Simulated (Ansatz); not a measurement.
**CH₄BOSb with the probe Cl-: a probe moved round a molecule**

How does the energy of CH₄BOSb (SMILES [BH]1C[O][SbH]1) with the probe Cl- change over two coordinates at once? A grid of runs gives the map.

Program: Ansatz 0.2.0. Level of theory: RHF/def2-SVPD. These are calculated values, not measurements.

## Step 1: The system as given

SMILES `[BH]1C[O][SbH]1`, 8 atoms, charge 0, spin multiplicity 1.

Atoms are counted from 1 here; the program's logs count them from 0.

Bond lengths: B1–C2 1.562 Å, B1–Sb4 2.273 Å, B1–H5 1.208 Å, C2–O3 1.443 Å, C2–H6 1.121 Å, C2–H7 1.121 Å, O3–Sb4 2.090 Å, Sb4–H8 1.754 Å. Angles: C2–B1–Sb4 87.6°, C2–B1–H5 132.5°, Sb4–B1–H5 139.9°, B1–C2–O3 107.1°, B1–C2–H6 111.4°, B1–C2–H7 112.6°, O3–C2–H6 110.5°, O3–C2–H7 111.1°, H6–C2–H7 104.2°, C2–O3–Sb4 98.1°, B1–Sb4–O3 67.2°, B1–Sb4–H8 83.6°, O3–Sb4–H8 93.8°.

Geometry (Å):

```xyz
8

B    -0.3702    0.5815   -0.6983
C     0.7117    0.3601    0.4063
O     0.9121   -1.0640    0.5254
Sb   -0.4854   -1.6793   -0.9021
H    -0.8930    1.5768   -1.1408
H     0.3894    0.7941    1.3880
H     1.6753    0.8850    0.1763
H    -1.8478   -1.5114    0.1895
```

This geometry comes from a loose relaxation at PBE in a small basis, which is not shown.

## Step 4: The grid

The probe is moved over a plane parallel to the molecule's main plane, 4.01 Å above it (x and y are the axes of that plane, centred on the molecule).

- x of the probe's Cl atom: 9 values from −2.88 to 2.88 Å
- y of the probe's Cl atom: 11 values from −3.60 to 3.60 Å

Nothing else is relaxed (molecule and probe rigid). Energies count from molecule and probe far apart, each relaxed in its own basis (no counterpoise correction). Points are written as (first, second).

The probe Cl- moves over a plane: parallel to the molecule's main plane, 4.01 Å above it. The molecule is turned into the frame of its main axes, as the inputs below show.

(The set-up runs are not shown.)

## Step 5: The run at (2.16 Å, −0.72 Å)

Input file input.yaml:

```yaml
crystal:
  periodic: [false, false, false]
  atoms:
    - { symbol: B, position_ang: [-0.522262, -1.18423, -0.009819] }
    - { symbol: C, position_ang: [-1.086796, 0.295754, 0.014888] }
    - { symbol: O, position_ang: [0.059236, 1.123072, -0.012683] }
    - { symbol: Sb, position_ang: [1.549822, -0.234595, 0.007614] }
    - { symbol: H, position_ang: [-1.068314, -2.244158, -0.014527] }
    - { symbol: H, position_ang: [-1.678031, 0.471793, 0.925023] }
    - { symbol: H, position_ang: [-1.756307, 0.517592, -0.826308] }
    - { symbol: H, position_ang: [1.651233, -0.363953, 1.712394] }
    - { symbol: Cl, position_ang: [2.16, -0.72, 4.01] }
total_charge: -1
basis:
  gaussian: { orbitals: def2-SVPD }
hamiltonian:
  xc: hf
output:
  forces: true
```

Run with:

```bash
> ansatz run input.yaml --threads 1 --pin off --max-ram 2560MiB --backend cpu --events-out ev --progress --plain --runs-dir out
```

Further runs follow: all other points of the grid.

Before running it: what results should come out? Wanted: lowest point; highest computed point; charge on the probe.

As calculated:

```
               quantity                                                                                  value
           lowest point                               (−0.72 Å, −1.44 Å) [nearest 1 H at 3.47 Å], −27.0 kJ/mol
 highest computed point                                         (0.00 Å, 3.60 Å), 39.1 kJ/mol above the lowest
charge on the probe (e)  −1.001 at (−2.88 Å, 3.60 Å) to −0.955 at (1.44 Å, 0.00 Å); −0.983 at the lowest point
time for the whole task                                                        13 min on 1 thread, shared host
```

What this shows: The lowest computed point is at (−0.72 Å, −1.44 Å) [nearest 1 H at 3.47 Å], −27.0 kJ/mol from molecule and probe far apart, each relaxed in its own basis (no counterpoise correction). The grid is coarse, so the true minimum lies between grid points and may sit elsewhere than the lowest one. No other kind of well shows on this grid. The highest computed point, (0.00 Å, 3.60 Å), lies 39.1 kJ/mol above the lowest. Near the minimum the curvatures are about 0.037 and 0.077 eV/Å² along the soft and the stiff direction. Without a counterpoise correction the wells come out somewhat too deep.
